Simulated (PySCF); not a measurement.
# [BiF3]2+: forces at shaken geometries

How stiff is [BiF3]2+? Its atoms are displaced at random by several amounts. The species was built from a template and needn't be a known compound.

The runs use PySCF 2.14.0; r2SCAN, Bi def2-SVP with ECP60, F def2-SVP; scalar-relativistic core potentials, no spin–orbit coupling.

3 further runs of the same task are left out: 2 for a known fault of the program, 1 set aside as unsound or not needed.

**1. Where the work starts**

4 atoms, charge 2, spin multiplicity 1.

Bond lengths: Bi1–F2 1.978 Å, Bi1–F3 1.978 Å, Bi1–F4 1.978 Å. Angles: F2–Bi1–F3 117.3°, F2–Bi1–F4 117.3°, F3–Bi1–F4 125.5°.

As a file:

```
Bi   -0.0415   -0.0001    0.0000
F     1.9368   -0.0017    0.0000
F    -0.9459    1.7591    0.0000
F    -0.9494   -1.7574    0.0000
```

Formal oxidation states: Bi +5. An earlier session relaxed this geometry at r2SCAN, Bi def2-SVP with ECP60, F def2-SVP (singlet, point group C2v).

Its energy there is -512.814793 Eh.

**2. Atoms moved at random, σ = 0.15 Å**

Input file run.py (the lines that set the calculation):

```python
mol = gto.M(atom='''
Bi    -0.11858     0.12052    -0.02971
F      1.83179     0.19036     0.34045
F     -0.80798     1.70881    -0.08032
F     -0.90523    -2.01968    -0.23042''',
    basis={'Bi': 'def2-SVP', 'F': 'def2-SVP'},
    ecp={'Bi': 'def2-SVP'},
    charge=2, spin=0)
mf = dft.RKS(mol, xc='R2SCAN')
mf.grids.atom_grid = (50, 194)
mf = mf.density_fit()  # fitting sets: Bi def2-universal-JKFIT, F def2-universal-JKFIT
mf.conv_tol = 1e-08; mf.max_cycle = 55
mf.kernel(dm0)  # dm0: the density of the relaxed state
```

Run with:

```sh
$ OMP_NUM_THREADS=2 python run.py
```

The log of the run:

```text
init E= -512.708015262926
  HOMO = -0.900718681187611  LUMO = -0.863105055215922  gap/eV = 1.02352
cycle= 1 E= -512.742871144636  delta_E= -0.0349  |g|= 0.175  |ddm|= 0.85
  HOMO = -0.863422896072031  LUMO = -0.822234739688142  gap/eV = 1.12079
cycle= 2 E= -512.715911131928  delta_E= 0.027  |g|= 0.384  |ddm|= 0.453
  HOMO = -0.830442375239235  LUMO = -0.815556781964702  gap/eV = 0.40506
cycle= 3 E= -512.680741324594  delta_E= 0.0352  |g|= 0.516  |ddm|= 0.826
  HOMO = -0.865377099996328  LUMO = -0.828347612812724  gap/eV = 1.00762
cycle= 4 E= -512.746019925397  delta_E= -0.0653  |g|= 0.115  |ddm|= 0.566
  HOMO = -0.859458608809903  LUMO = -0.826616592346319  gap/eV = 0.89368
cycle= 5 E= -512.748627290133  delta_E= -0.00261  |g|= 0.0386  |ddm|= 0.141
  HOMO = -0.860176336485449  LUMO = -0.827209766929418  gap/eV = 0.89707
cycle= 6 E= -512.748938597442  delta_E= -0.000311  |g|= 0.00924  |ddm|= 0.0418
  HOMO = -0.86063796471176  LUMO = -0.827580205723116  gap/eV = 0.89955
cycle= 7 E= -512.748955428576  delta_E= -1.68e-05  |g|= 0.00186  |ddm|= 0.0102
  HOMO = -0.860509953339634  LUMO = -0.827480863832893  gap/eV = 0.89877
cycle= 8 E= -512.748956257014  delta_E= -8.28e-07  |g|= 0.000283  |ddm|= 0.00327
  HOMO = -0.860507860864527  LUMO = -0.827486764476504  gap/eV = 0.89855
cycle= 9 E= -512.748956280483  delta_E= -2.35e-08  |g|= 5.82e-05  |ddm|= 0.000739
  HOMO = -0.860507255147489  LUMO = -0.82748569342349  gap/eV = 0.89856
cycle= 10 E= -512.748956281292  delta_E= -8.09e-10  |g|= 1.44e-05  |ddm|= 8.11e-05
  HOMO = -0.860500347250229  LUMO = -0.827484281107161  gap/eV = 0.89841
Extra cycle  E= -512.748956277392  delta_E= 3.9e-09  |g|= 0.000128  |ddm|= 0.000134
converged SCF energy = -512.748956277392
```

Run time: 3.1 s. Hardware: 2 threads of Intel Xeon Platinum 8259CL at 2.50GHz (Skylake/Cascade Lake), shared host.

Read off: E = -512.748956 Eh (+1.792 eV from the relaxed state), HOMO -23.42 eV, LUMO -22.52 eV, Mulliken charge on Bi1 +2.18 e, largest force component 13.136 eV/Å. The gap is small, and the closed shell wasn't tested for a lower spin-broken solution.

```
atom      Fx       Fy  Fz (eV/Å)
 Bi1   3.930  -13.136      0.157
  F2  -0.077   -0.058     -0.029
  F3  -4.765   10.453     -0.391
  F4   0.912    2.741      0.264
```

**3. Atoms moved at random, σ = 0.06 Å**

run.py (the lines that set the calculation), as its differences from that of step 2:

```diff
@@ -1,6 +1,6 @@
 mol = gto.M(atom='''
-Bi    -0.11858     0.12052    -0.02971
-F      1.83179     0.19036     0.34045
-F     -0.80798     1.70881    -0.08032
-F     -0.90523    -2.01968    -0.23042''',
+Bi    -0.11894    -0.00281     0.00731
+F      1.95684     0.01755    -0.03509
+F     -0.96044     1.71359     0.04447
+F     -0.87746    -1.72833    -0.01669''',
     basis={'Bi': 'def2-SVP', 'F': 'def2-SVP'},
```

Run with:

```sh
$ OMP_NUM_THREADS=2 python run.py
```

The log of the run:

```text
init E= -512.845278134145
  HOMO = -0.881845084386338  LUMO = -0.8178387502142  gap/eV = 1.74170
cycle= 1 E= -512.802972010656  delta_E= 0.0423  |g|= 0.0759  |ddm|= 0.263
  HOMO = -0.850822438356808  LUMO = -0.816995649176992  gap/eV = 0.92047
cycle= 2 E= -512.772074856751  delta_E= 0.0309  |g|= 0.373  |ddm|= 0.433
  HOMO = -0.876046962836201  LUMO = -0.820457748793714  gap/eV = 1.51266
cycle= 3 E= -512.803847527889  delta_E= -0.0318  |g|= 0.0552  |ddm|= 0.363
  HOMO = -0.87697227726226  LUMO = -0.822558439490859  gap/eV = 1.48068
cycle= 4 E= -512.804054265617  delta_E= -0.000207  |g|= 0.0419  |ddm|= 0.0849
  HOMO = -0.877455116825893  LUMO = -0.821675580385257  gap/eV = 1.51784
cycle= 5 E= -512.804350214259  delta_E= -0.000296  |g|= 0.0198  |ddm|= 0.0445
  HOMO = -0.877203906132595  LUMO = -0.821429383515994  gap/eV = 1.51770
cycle= 6 E= -512.804434046128  delta_E= -8.38e-05  |g|= 0.00249  |ddm|= 0.0181
  HOMO = -0.87740081715806  LUMO = -0.821497662738928  gap/eV = 1.52120
cycle= 7 E= -512.804435456228  delta_E= -1.41e-06  |g|= 0.000148  |ddm|= 0.00243
  HOMO = -0.877390261377602  LUMO = -0.821484732442169  gap/eV = 1.52127
cycle= 8 E= -512.804435461101  delta_E= -4.87e-09  |g|= 3.8e-05  |ddm|= 0.000211
  HOMO = -0.87737647776858  LUMO = -0.821486399802104  gap/eV = 1.52085
Extra cycle  E= -512.804435450871  delta_E= 1.02e-08  |g|= 0.000214  |ddm|= 0.000246
converged SCF energy = -512.804435450871
```

Run time: 2.9 s. Hardware: 2 threads of Intel Xeon Platinum 8259CL at 2.50GHz (Skylake/Cascade Lake), shared host.

It gives: E = -512.804435 Eh (+0.282 eV from the relaxed state), HOMO -23.87 eV, LUMO -22.35 eV, Mulliken charge on Bi1 +2.19 e, largest force component 3.912 eV/Å. 

```
atom      Fx      Fy  Fz (eV/Å)
 Bi1   3.912   0.916     -0.053
  F2  -1.760  -0.005      0.033
  F3  -0.895   1.654      0.043
  F4  -1.257  -2.565     -0.023
```

**4. Atoms moved at random, σ = 0.03 Å**

run.py (the lines that set the calculation), as its differences from that of step 3:

```diff
@@ -1,6 +1,6 @@
 mol = gto.M(atom='''
-Bi    -0.11894    -0.00281     0.00731
-F      1.95684     0.01755    -0.03509
-F     -0.96044     1.71359     0.04447
-F     -0.87746    -1.72833    -0.01669''',
+Bi    -0.01921    -0.00004     0.00511
+F      1.91252     0.01644    -0.02085
+F     -0.93761     1.75695    -0.00768
+F     -0.95570    -1.77336     0.02343''',
     basis={'Bi': 'def2-SVP', 'F': 'def2-SVP'},
```

Run with:

```sh
$ OMP_NUM_THREADS=2 python run.py
```

The log of the run:

```text
init E= -512.822492388844
  HOMO = -0.897762506815267  LUMO = -0.824920001306083  gap/eV = 1.98215
cycle= 1 E= -512.813332813815  delta_E= 0.00916  |g|= 0.0218  |ddm|= 0.0963
  HOMO = -0.895430971558815  LUMO = -0.825799083285382  gap/eV = 1.89478
cycle= 2 E= -512.812860787638  delta_E= 0.000472  |g|= 0.0497  |ddm|= 0.0679
  HOMO = -0.898567971411827  LUMO = -0.826315958235234  gap/eV = 1.96608
cycle= 3 E= -512.81323491751  delta_E= -0.000374  |g|= 0.0314  |ddm|= 0.0714
  HOMO = -0.898024108120272  LUMO = -0.826374993882528  gap/eV = 1.94967
cycle= 4 E= -512.813432928895  delta_E= -0.000198  |g|= 0.00613  |ddm|= 0.0301
  HOMO = -0.897938445146788  LUMO = -0.826162410072506  gap/eV = 1.95313
cycle= 5 E= -512.813439628804  delta_E= -6.7e-06  |g|= 0.00233  |ddm|= 0.0066
  HOMO = -0.897804142104156  LUMO = -0.826150319685691  gap/eV = 1.94980
cycle= 6 E= -512.813440618501  delta_E= -9.9e-07  |g|= 0.00105  |ddm|= 0.00286
  HOMO = -0.897883124171028  LUMO = -0.826173800013951  gap/eV = 1.95131
cycle= 7 E= -512.813440862591  delta_E= -2.44e-07  |g|= 0.0001  |ddm|= 0.000983
  HOMO = -0.89787666201307  LUMO = -0.826169855482398  gap/eV = 1.95124
cycle= 8 E= -512.813440865149  delta_E= -2.56e-09  |g|= 7.11e-06  |ddm|= 0.000115
  HOMO = -0.89787795161603  LUMO = -0.826170446586126  gap/eV = 1.95126
Extra cycle  E= -512.813440865029  delta_E= 1.19e-10  |g|= 2.42e-05  |ddm|= 3.21e-05
converged SCF energy = -512.813440865029
```

It took 2.9 s on 2 threads of Intel Xeon Platinum 8259CL at 2.50GHz (Skylake/Cascade Lake), shared host.

It gives: E = -512.813441 Eh (+0.037 eV from the relaxed state), HOMO -24.43 eV, LUMO -22.48 eV, Mulliken charge on Bi1 +2.18 e, largest force component 1.584 eV/Å. 

```
atom      Fx      Fy  Fz (eV/Å)
 Bi1  -1.584  -0.427      0.004
  F2   1.239   0.001     -0.010
  F3   0.056  -0.089      0.002
  F4   0.290   0.516      0.004
```

**5. The displacements side by side**

| σ (Å) | energy rise (eV) | harmonic estimate −½ F·u (eV) | largest force component (eV/Å) |
| --- | --- | --- | --- |
| 0.15 | 1.792 | 1.898 | 13.14 |
| 0.06 | 0.282 | 0.284 | 3.91 |
| 0.03 | 0.037 | 0.037 | 1.58 |

Every displacement raises the energy. For a harmonic well the rise equals −½ F·u; the two differ by at most 6 % here (a move with σ = 0.15 Å), from anharmonicity, the grid and the small forces left at the relaxed point. The bases are small and lack diffuse functions. Spin–orbit coupling is left out.
